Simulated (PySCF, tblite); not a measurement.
# C₃H₃BCl₂: dynamics, then NMR shifts on frames

Aim: move C₃H₃BCl₂ (`BC1C(Cl)=C1Cl`) away from its starting geometry and see how NMR shifts follow the geometry.

Programs: tblite 0.8.0 and PySCF 2.14.0, with density-fitted response routines of our own. Each step states its level of theory. These are calculated values for one molecule in the gas phase, unless marked as measured. Atoms count from 0, in the outputs and in this text.

### 1 Starting geometry

9 atoms, charge 0, multiplicity 1; geometry from: GFN2-xTB.

Bonds of the start (Å): B0–C1 1.54, C1–C2 1.55, C2–Cl3 1.67, C2–C4 1.29, C4–Cl5 1.67, C4–C1 1.55, B0–H6 1.17, B0–H7 1.17, C1–H8 1.09.

### 2 Thermal motion with GFN2-xTB

The job: settings as JSON, then the geometry in Å.

```
{"job": {"kind": "md", "xc": "GFN2-xTB", "basis": "xTB", "temperature": 400, "steps": 2000, "every": 50, "frames": 5}, "charge": 0, "multiplicity": 1}
B      1.401255    -0.482430     0.285693
C      0.194329     0.012689    -0.533140
C     -1.251991    -0.278225    -0.070419
Cl    -2.377699    -1.507324     0.006052
C     -0.864724     0.940676     0.106259
Cl    -1.093221     2.517905     0.600425
H      2.410473    -0.720125    -0.250176
H      1.292306    -0.611520     1.441262
H      0.302833     0.134347    -1.611136
```

With the program's defaults for keys left out, this is: GFN2-xTB Langevin dynamics, gas phase.

Started as:

```bash
$ OMP_NUM_THREADS=1 python probes_run.py task.json out
```

This one command runs all jobs of the session in turn.

Log:

```text
t/fs     T/K      E/eV
    0.0   372.1   -494.80445
   25.0   270.8   -494.52688
   50.0   243.8   -494.49056
   75.0   211.1   -494.42830
  100.0   336.7   -494.45329
  125.0   334.3   -494.66405
  150.0   348.1   -494.55876
  175.0   306.7   -494.38359
  200.0   376.5   -494.47303
  225.0   466.9   -494.40278
  250.0   487.9   -494.42089
  275.0   474.9   -494.30311
  300.0   561.7   -494.43756
  325.0   442.8   -494.35606
  350.0   440.5   -494.39073
  375.0   400.6   -494.26354
  400.0   506.5   -494.41992
  425.0   494.5   -494.37365
  450.0   474.6   -494.53619
  475.0   317.5   -494.34738
  500.0   395.5   -494.30721
  525.0   426.9   -494.36268
  550.0   447.3   -494.36175
  575.0   356.5   -494.49280
  600.0   387.0   -494.50281
  625.0   184.0   -494.36063
  650.0   366.5   -494.49247
  675.0   380.5   -494.60191
  700.0   312.6   -494.50415
  725.0   254.5   -494.47497
  750.0   483.0   -494.58845
  775.0   463.9   -494.58528
  800.0   263.6   -494.38766
  825.0   286.3   -494.37937
  850.0   337.6   -494.57243
  875.0   416.5   -494.64563
  900.0   322.4   -494.49090
  925.0   312.0   -494.43493
  950.0   420.8   -494.70631
  975.0   305.7   -494.51082
 1000.0   335.0   -494.60853
```

Wall time 10 s (1 thread of Arm Neoverse V1, shared host); peak memory 0.18 GiB.

Distance from the start (root mean square after alignment): 0 fs 0.00 Å, 200 fs 0.22 Å, 400 fs 0.12 Å, 600 fs 0.24 Å, 800 fs 0.26 Å, 1000 fs 0.17 Å.

Positions (Å) and forces (eV/Å) at 1000 fs:

```xyz
9

B    -0.456   -1.931    0.260    0.083    0.308    0.232
C    -0.574   -0.553   -0.381    0.371    0.849   -1.208
C    -1.707    0.464   -0.100   -0.723   -0.341    0.457
Cl   -3.440    0.515   -0.084    1.301    0.134   -0.152
C    -0.553    0.763    0.422   -1.206   -0.496   -0.309
Cl    0.433    1.739    1.286    0.536    0.487    0.379
H     0.326   -2.668   -0.110    0.536   -0.580   -0.506
H    -1.048   -2.212    1.194   -0.535   -0.053    0.586
H    -0.106   -0.400   -1.384   -0.363   -0.307    0.522
```

### 3 Shielding tensors: 250 fs, PBE0/pcSseg-1

The job: settings as JSON, then the geometry in Å.

```
{"job": {"kind": "nmr", "xc": "PBE0", "basis": "pcSseg-1", "pop": false}, "charge": 0, "multiplicity": 1}
B      1.344300    -1.239900     0.827100
C      0.483300    -0.485500    -0.308500
C     -1.083300    -0.633100    -0.217800
Cl    -2.428800    -1.661500    -0.267100
C     -0.692700     0.577700     0.012300
Cl    -0.683000     2.123000     0.593600
H      2.033300    -2.102200     0.451400
H      1.186300    -0.988000     1.935000
H      0.700100    -0.490400    -1.335100
```

With the program's defaults for keys left out, this is: GIAO PBE0/pcSseg-1 NMR shielding, non-relativistic, gas phase.

Log:

```text
coarse grid: 9456 points
cycle   1  E = -1060.6368121659  dE =  8.712e-01  |g| = 2.774e-01  |ddm| = 2.990e+00
cycle   2  E = -1060.6296520774  dE =  7.160e-03  |g| = 3.289e-01  |ddm| = 6.192e-01
cycle   3  E = -1060.6567605168  dE = -2.711e-02  |g| = 6.231e-02  |ddm| = 4.091e-01
cycle   4  E = -1060.6576404712  dE = -8.800e-04  |g| = 1.821e-02  |ddm| = 8.179e-02
cycle   5  E = -1060.6576989736  dE = -5.850e-05  |g| = 1.056e-02  |ddm| = 3.035e-02
cycle   6  E = -1060.6577253475  dE = -2.637e-05  |g| = 2.808e-03  |ddm| = 1.114e-02
cycle   7  E = -1060.6577270066  dE = -1.659e-06  |g| = 9.725e-04  |ddm| = 3.323e-03
final grid: 84440 points
cycle   8  E = -1060.6916156948  dE = -3.384e-05  |g| = 6.240e-03  |ddm| = 2.985e-02
cycle   9  E = -1060.6916086414  dE =  7.053e-06  |g| = 7.804e-03  |ddm| = 1.797e-02
cycle  10  E = -1060.6916249526  dE = -1.631e-05  |g| = 1.278e-03  |ddm| = 1.122e-02
cycle  11  E = -1060.6916252635  dE = -3.109e-07  |g| = 3.367e-04  |ddm| = 1.646e-03
cycle  12  E = -1060.6916252887  dE = -2.522e-08  |g| = 1.167e-04  |ddm| = 3.866e-04
cycle  13  E = -1060.6916252918  dE = -3.046e-09  |g| = 3.466e-05  |ddm| = 1.206e-04
cycle  14  E = -1060.6916252921  dE = -2.760e-10  |g| = 9.607e-06  |ddm| = 4.340e-05
converged SCF energy = -1060.6916252921

GIAO shielding tensors (ppm)
atom      isotropic    diamagn.    paramagn.     s11        s22        s33       span
  0 B       13.345     191.121    -177.775    -55.516    -32.662    128.214    183.730
  1 C      142.638     246.367    -103.729     76.553    148.965    202.395    125.842
  2 C       66.631     253.658    -187.027    -55.001     93.111    161.782    216.783
  3 Cl     723.927    1146.228    -422.301    430.384    778.158    963.238    532.854
  4 C       67.161     254.635    -187.474    -53.777    120.684    134.576    188.354
  5 Cl     759.980    1146.587    -386.607    534.075    805.515    940.350    406.275
  6 H       23.920      28.726      -4.807     16.445     26.923     28.391     11.945
  7 H       24.174      29.003      -4.830     14.961     28.353     29.208     14.247
  8 H       29.631      30.618      -0.986     24.410     28.501     35.983     11.572
```

Wall time 9.1 s (1 thread of Arm Neoverse V1, shared host); peak memory 0.62 GiB.

Shifts follow as δ = σ(reference) − σ, with reference shieldings (ppm) from runs at the same level and on the same kind of geometry: ¹H TMS 31.72, ¹³C TMS 186.9, ¹¹B BF3·OEt2 100.1, ³⁵Cl HCl 950. The references are single molecules in the gas phase. Each atom is listed at this fixed geometry, with no averaging over motion; a spectrum would average atoms that exchange fast.

```
atoms                               environment  σ (ppm)  δ (ppm)
   C2           fully substituted alkene carbon     66.6    120.3
   C4           fully substituted alkene carbon     67.2    119.8
   C1                three-membered-ring carbon    142.6     44.3
   H6           hydrogen on a boron bonded to C    23.92     7.80
   H7           hydrogen on a boron bonded to C    24.17     7.54
   H8  hydrogen on a three-membered-ring carbon    29.63     2.09
   B0                    boron bonded to C, 2 H     13.3     86.7
  Cl3                      chlorine bonded to C      724      226
  Cl5                      chlorine bonded to C      760      190
```

Ring of atoms C1, C2, C4: NICS(0) -31.0, NICS(1) -4.7, NICS(1)zz -10.3 ppm (means of both faces).

In rings of three or four atoms NICS is ruled by the nearby σ bonds, so it says little on aromaticity.

### 4 Shielding tensors: 425 fs, PBE0/pcSseg-1

The job: settings as JSON, then the geometry in Å.

```
{"job": {"kind": "nmr", "xc": "PBE0", "basis": "pcSseg-1", "pop": false}, "charge": 0, "multiplicity": 1}
B      1.070600    -2.027500     0.146700
C      0.370400    -0.813100    -0.535400
C     -1.192600    -0.459500    -0.340400
Cl    -2.627300    -1.213600    -0.418500
C     -0.310700     0.405000     0.150900
Cl    -0.129200     1.803700     1.165800
H      1.736800    -2.689100    -0.635300
H      0.968700    -2.497700     1.188200
H      0.601700    -0.525500    -1.579400
```

Method: GIAO PBE0/pcSseg-1 NMR shielding, non-relativistic, gas phase.

Log:

```text
coarse grid: 9456 points
cycle   1  E = -1060.6345808938  dE =  8.307e-01  |g| = 2.806e-01  |ddm| = 2.962e+00
cycle   2  E = -1060.6244814256  dE =  1.010e-02  |g| = 3.503e-01  |ddm| = 6.758e-01
cycle   3  E = -1060.6559401354  dE = -3.146e-02  |g| = 5.745e-02  |ddm| = 4.480e-01
cycle   4  E = -1060.6566482444  dE = -7.081e-04  |g| = 2.082e-02  |ddm| = 7.141e-02
cycle   5  E = -1060.6567260226  dE = -7.778e-05  |g| = 1.097e-02  |ddm| = 2.756e-02
cycle   6  E = -1060.6567526715  dE = -2.665e-05  |g| = 3.575e-03  |ddm| = 1.178e-02
cycle   7  E = -1060.6567558859  dE = -3.214e-06  |g| = 9.155e-04  |ddm| = 4.442e-03
final grid: 84440 points
cycle   8  E = -1060.6898557695  dE = -2.618e-05  |g| = 6.380e-03  |ddm| = 2.250e-02
cycle   9  E = -1060.6898454555  dE =  1.031e-05  |g| = 8.633e-03  |ddm| = 1.718e-02
cycle  10  E = -1060.6898653474  dE = -1.989e-05  |g| = 1.546e-03  |ddm| = 1.111e-02
cycle  11  E = -1060.6898657289  dE = -3.815e-07  |g| = 7.296e-04  |ddm| = 1.838e-03
cycle  12  E = -1060.6898658588  dE = -1.298e-07  |g| = 9.143e-05  |ddm| = 6.849e-04
cycle  13  E = -1060.6898658605  dE = -1.686e-09  |g| = 3.905e-05  |ddm| = 1.200e-04
cycle  14  E = -1060.6898658608  dE = -3.697e-10  |g| = 8.169e-06  |ddm| = 4.829e-05
converged SCF energy = -1060.6898658608

GIAO shielding tensors (ppm)
atom      isotropic    diamagn.    paramagn.     s11        s22        s33       span
  0 B       11.613     188.723    -177.111    -56.331    -38.916    130.085    186.416
  1 C      139.805     247.543    -107.737     81.503    148.169    189.742    108.239
  2 C       62.492     255.691    -193.200    -67.926    114.425    140.976    208.901
  3 Cl     750.385    1146.402    -396.017    507.878    805.784    937.494    429.616
  4 C       55.897     250.105    -194.208    -84.616     95.548    156.759    241.375
  5 Cl     683.481    1145.968    -462.487    368.419    724.155    957.868    589.449
  6 H       23.788      27.397      -3.609     17.951     26.297     27.116      9.165
  7 H       23.589      28.537      -4.948     14.857     27.234     28.676     13.819
  8 H       27.425      28.876      -1.451     21.908     26.362     34.006     12.098
```

Run time: 8.5 s. Hardware: 1 thread of Arm Neoverse V1, shared host; peak memory 0.63 GiB.

In short: δ C4 131.0, C2 124.4, C1 47.1, B0 88.5, H7 8.13, H6 7.93 ppm.

### 5 Nuclear shieldings: 625 fs, PBE0/pcSseg-1

The job: settings as JSON, then the geometry in Å.

```
{"job": {"kind": "nmr", "xc": "PBE0", "basis": "pcSseg-1", "pop": false}, "charge": 0, "multiplicity": 1}
B      0.653000    -1.750700     0.323700
C      0.120800    -0.585200    -0.488700
C     -1.330300    -0.153700    -0.179500
Cl    -2.861200    -0.537300    -0.541700
C     -0.477300     0.671600     0.303900
Cl     0.098900     1.331900     1.745200
H      1.425200    -2.513600    -0.222900
H      0.375500    -1.887400     1.393200
H      0.425100    -0.407800    -1.535900
```

Method: GIAO PBE0/pcSseg-1 NMR shielding, non-relativistic, gas phase.

Log:

```text
coarse grid: 9456 points
cycle   1  E = -1060.6253740727  dE =  1.045e+00  |g| = 3.132e-01  |ddm| = 3.001e+00
cycle   2  E = -1060.6129488838  dE =  1.243e-02  |g| = 3.890e-01  |ddm| = 7.507e-01
cycle   3  E = -1060.6524307713  dE = -3.948e-02  |g| = 5.901e-02  |ddm| = 4.831e-01
cycle   4  E = -1060.6531869986  dE = -7.562e-04  |g| = 1.997e-02  |ddm| = 8.597e-02
cycle   5  E = -1060.6532811203  dE = -9.412e-05  |g| = 7.784e-03  |ddm| = 3.551e-02
cycle   6  E = -1060.6532962923  dE = -1.517e-05  |g| = 1.746e-03  |ddm| = 1.147e-02
cycle   7  E = -1060.6532968763  dE = -5.840e-07  |g| = 1.010e-03  |ddm| = 2.756e-03
final grid: 84440 points
cycle   8  E = -1060.6864699254  dE = -2.938e-05  |g| = 5.904e-03  |ddm| = 2.654e-02
cycle   9  E = -1060.6864614679  dE =  8.457e-06  |g| = 7.957e-03  |ddm| = 1.472e-02
cycle  10  E = -1060.6864772314  dE = -1.576e-05  |g| = 1.832e-03  |ddm| = 9.561e-03
cycle  11  E = -1060.6864778806  dE = -6.492e-07  |g| = 6.801e-04  |ddm| = 2.119e-03
cycle  12  E = -1060.6864779945  dE = -1.139e-07  |g| = 9.410e-05  |ddm| = 8.554e-04
cycle  13  E = -1060.6864779964  dE = -1.899e-09  |g| = 3.600e-05  |ddm| = 1.343e-04
cycle  14  E = -1060.6864779967  dE = -3.110e-10  |g| = 9.136e-06  |ddm| = 4.799e-05
converged SCF energy = -1060.6864779967

GIAO shielding tensors (ppm)
atom      isotropic    diamagn.    paramagn.     s11        s22        s33       span
  0 B       16.944     192.491    -175.547    -55.558    -23.931    130.322    185.880
  1 C      141.067     248.694    -107.626     69.761    147.021    206.420    136.659
  2 C       55.142     256.871    -201.729    -75.394    104.888    135.933    211.328
  3 Cl     714.170    1146.350    -432.180    423.323    854.136    865.049    441.726
  4 C       68.476     252.444    -183.967    -41.685    109.997    137.117    178.803
  5 Cl     667.418    1145.896    -478.478    348.724    638.087   1015.443    666.719
  6 H       24.050      28.388      -4.338     18.153     26.706     27.290      9.137
  7 H       24.567      30.002      -5.435     14.323     28.795     30.583     16.260
  8 H       28.293      29.750      -1.456     23.504     27.449     33.927     10.423
```

Run time: 8.4 s. Hardware: 1 thread of Arm Neoverse V1, shared host; peak memory 0.63 GiB.

In short: δ C2 131.8, C4 118.4, C1 45.9, B0 83.1, H6 7.67, H7 7.15 ppm.

### 6 NMR shieldings: 800 fs, PBE0/pcSseg-1

The job: settings as JSON, then the geometry in Å.

```
{"job": {"kind": "nmr", "xc": "PBE0", "basis": "pcSseg-1", "pop": false}, "charge": 0, "multiplicity": 1}
B      0.240500    -1.832400     0.226500
C     -0.031300    -0.477500    -0.421900
C     -1.391200     0.197900    -0.178800
Cl    -3.077600     0.103300    -0.224200
C     -0.386600     0.685100     0.515800
Cl     0.334200     1.477400     1.798300
H      0.870500    -2.744100    -0.278200
H      0.289900    -1.755200     1.358300
H      0.429600    -0.253400    -1.377800
```

Level: GIAO PBE0/pcSseg-1 NMR shielding, non-relativistic, gas phase.

Log:

```text
coarse grid: 9456 points
cycle   1  E = -1060.6324999672  dE =  9.728e-01  |g| = 3.025e-01  |ddm| = 2.972e+00
cycle   2  E = -1060.6250006347  dE =  7.499e-03  |g| = 3.545e-01  |ddm| = 6.826e-01
cycle   3  E = -1060.6562080980  dE = -3.121e-02  |g| = 6.662e-02  |ddm| = 4.381e-01
cycle   4  E = -1060.6569766855  dE = -7.686e-04  |g| = 3.648e-02  |ddm| = 8.988e-02
cycle   5  E = -1060.6572848468  dE = -3.082e-04  |g| = 1.060e-02  |ddm| = 3.968e-02
cycle   6  E = -1060.6573089995  dE = -2.415e-05  |g| = 3.711e-03  |ddm| = 1.193e-02
cycle   7  E = -1060.6573124205  dE = -3.421e-06  |g| = 8.348e-04  |ddm| = 4.688e-03
final grid: 84440 points
cycle   8  E = -1060.6906210810  dE = -2.993e-05  |g| = 6.408e-03  |ddm| = 2.807e-02
cycle   9  E = -1060.6906127430  dE =  8.338e-06  |g| = 8.231e-03  |ddm| = 1.685e-02
cycle  10  E = -1060.6906307954  dE = -1.805e-05  |g| = 1.225e-03  |ddm| = 1.080e-02
cycle  11  E = -1060.6906310711  dE = -2.757e-07  |g| = 2.827e-04  |ddm| = 1.558e-03
cycle  12  E = -1060.6906310884  dE = -1.724e-08  |g| = 1.018e-04  |ddm| = 3.273e-04
cycle  13  E = -1060.6906310904  dE = -2.034e-09  |g| = 4.557e-05  |ddm| = 1.166e-04
cycle  14  E = -1060.6906310909  dE = -4.948e-10  |g| = 8.657e-06  |ddm| = 4.772e-05
converged SCF energy = -1060.6906310909

GIAO shielding tensors (ppm)
atom      isotropic    diamagn.    paramagn.     s11        s22        s33       span
  0 B        7.057     193.660    -186.603    -61.857    -43.803    126.829    188.685
  1 C      138.972     245.323    -106.351     67.227    153.664    196.025    128.798
  2 C       66.507     254.297    -187.789    -71.212    107.920    162.815    234.027
  3 Cl     718.586    1145.918    -427.333    406.160    785.214    964.383    558.223
  4 C       60.066     254.373    -194.307    -77.647    122.335    135.509    213.156
  5 Cl     740.996    1146.362    -405.367    467.740    813.788    941.459    473.719
  6 H       23.342      28.208      -4.866     17.610     25.189     27.226      9.616
  7 H       24.504      29.894      -5.389     14.650     28.439     30.424     15.775
  8 H       28.363      29.354      -0.990     24.055     27.036     33.998      9.943
```

Wall time 8.4 s (1 thread of Arm Neoverse V1, shared host); peak memory 0.63 GiB.

In short: δ C4 126.9, C2 120.4, C1 48.0, B0 93.0, H6 8.38, H7 7.21 ppm.

### 7 Nuclear shieldings: 1000 fs, PBE0/pcSseg-1

The job: settings as JSON, then the geometry in Å.

```
{"job": {"kind": "nmr", "xc": "PBE0", "basis": "pcSseg-1", "pop": false}, "charge": 0, "multiplicity": 1}
B     -0.456100    -1.930800     0.259500
C     -0.573500    -0.552900    -0.380900
C     -1.706700     0.463900    -0.100300
Cl    -3.440300     0.514800    -0.083500
C     -0.552900     0.763100     0.422500
Cl     0.432900     1.738600     1.286100
H      0.325500    -2.668500    -0.110000
H     -1.048300    -2.211800     1.194100
H     -0.105900    -0.400300    -1.384300
```

Level: GIAO PBE0/pcSseg-1 NMR shielding, non-relativistic, gas phase.

Log:

```text
coarse grid: 9456 points
cycle   1  E = -1060.6393248578  dE =  9.641e-01  |g| = 3.028e-01  |ddm| = 2.979e+00
cycle   2  E = -1060.6313731401  dE =  7.952e-03  |g| = 3.576e-01  |ddm| = 6.971e-01
cycle   3  E = -1060.6640398663  dE = -3.267e-02  |g| = 5.925e-02  |ddm| = 4.506e-01
cycle   4  E = -1060.6648048169  dE = -7.650e-04  |g| = 1.935e-02  |ddm| = 8.482e-02
cycle   5  E = -1060.6648921965  dE = -8.738e-05  |g| = 7.397e-03  |ddm| = 3.267e-02
cycle   6  E = -1060.6649062687  dE = -1.407e-05  |g| = 1.111e-03  |ddm| = 1.006e-02
cycle   7  E = -1060.6649065797  dE = -3.110e-07  |g| = 2.502e-04  |ddm| = 1.665e-03
final grid: 84440 points
cycle   8  E = -1060.6975490396  dE = -3.136e-05  |g| = 5.469e-03  |ddm| = 2.971e-02
cycle   9  E = -1060.6975453996  dE =  3.640e-06  |g| = 6.194e-03  |ddm| = 1.457e-02
cycle  10  E = -1060.6975555007  dE = -1.010e-05  |g| = 1.356e-03  |ddm| = 9.268e-03
cycle  11  E = -1060.6975558860  dE = -3.853e-07  |g| = 2.225e-04  |ddm| = 1.855e-03
cycle  12  E = -1060.6975558965  dE = -1.049e-08  |g| = 8.868e-05  |ddm| = 2.897e-04
cycle  13  E = -1060.6975558981  dE = -1.648e-09  |g| = 3.511e-05  |ddm| = 1.071e-04
cycle  14  E = -1060.6975558984  dE = -2.826e-10  |g| = 9.781e-06  |ddm| = 3.823e-05
converged SCF energy = -1060.6975558984

GIAO shielding tensors (ppm)
atom      isotropic    diamagn.    paramagn.     s11        s22        s33       span
  0 B       12.192     191.588    -179.396    -55.028    -39.535    131.139    186.167
  1 C      143.252     245.531    -102.279     81.510    151.111    197.136    115.626
  2 C       62.585     256.177    -193.591    -64.387    103.216    148.927    213.315
  3 Cl     696.812    1145.764    -448.951    397.343    706.518    986.577    589.235
  4 C       68.134     250.164    -182.030    -58.605    109.916    153.090    211.695
  5 Cl     754.824    1146.410    -391.586    496.132    852.914    915.427    419.295
  6 H       24.230      29.872      -5.643     17.038     26.874     28.777     11.740
  7 H       24.475      29.653      -5.178     15.624     28.744     29.059     13.436
  8 H       27.973      28.891      -0.918     22.881     26.768     34.270     11.388
```

Wall time 8.3 s (1 thread of Arm Neoverse V1, shared host); peak memory 0.63 GiB.

In short: δ C2 124.3, C4 118.8, C1 43.7, B0 87.9, H6 7.49, H7 7.24 ppm.

### 8 Side by side: NMR shifts

Shifts (ppm) of some atoms, chosen among heavy atoms and hydrogens apart, with basis size and wall time:

```
  frame     C2     C4    H7    H8    B0  Cl3  Cl5  functions   time
 250 fs  120.3  119.8  7.54  2.09  86.7  226  190        131  9.1 s
 425 fs  124.4  131.0  8.13  4.29  88.5  199  266        131  8.5 s
 625 fs  131.8  118.4  7.15  3.42  83.1  236  282        131  8.4 s
 800 fs  120.4  126.9  7.21  3.35  93.0  231  209        131  8.4 s
1000 fs  124.3  118.8  7.24  3.74  87.9  253  195        131  8.3 s
```

### 9 Results

| quantity | value |
| --- | --- |
| thermostat | 400 K |
| mean temperature, second half | 355 K |
| mean potential energy above the minimum | 0.31 eV |
| ¹³C shifts against TMS (PBE0/pcSseg-1, 250 fs) | 120.3, 119.8, 44.3 ppm |
| ¹H shifts against TMS (PBE0/pcSseg-1, 250 fs) | 7.80, 7.54, 2.09 ppm |
| ¹¹B shifts against BF3·OEt2 (PBE0/pcSseg-1, 250 fs) | 86.7 ppm |
| ³⁵Cl shifts against HCl (PBE0/pcSseg-1, 250 fs) | 226, 190 ppm |
| range of the shift of Cl5 | 190 to 282 ppm |

What this shows: In the second half the potential energy averages 0.31 eV above the minimum; equipartition over 21 harmonic modes at 400 K would give 0.36 eV. With 9 atoms the temperature swings widely (184 to 562 K). Shifts at one fixed geometry are not the observed spectrum, which averages over the motion. In the first frame run (250 fs): The widest tensor belongs to Cl3: span 533 ppm, with a paramagnetic part of -422 ppm. Across the 5 runs the shift of Cl5 moves most, between 190 (250 fs) and 282 ppm (625 fs).
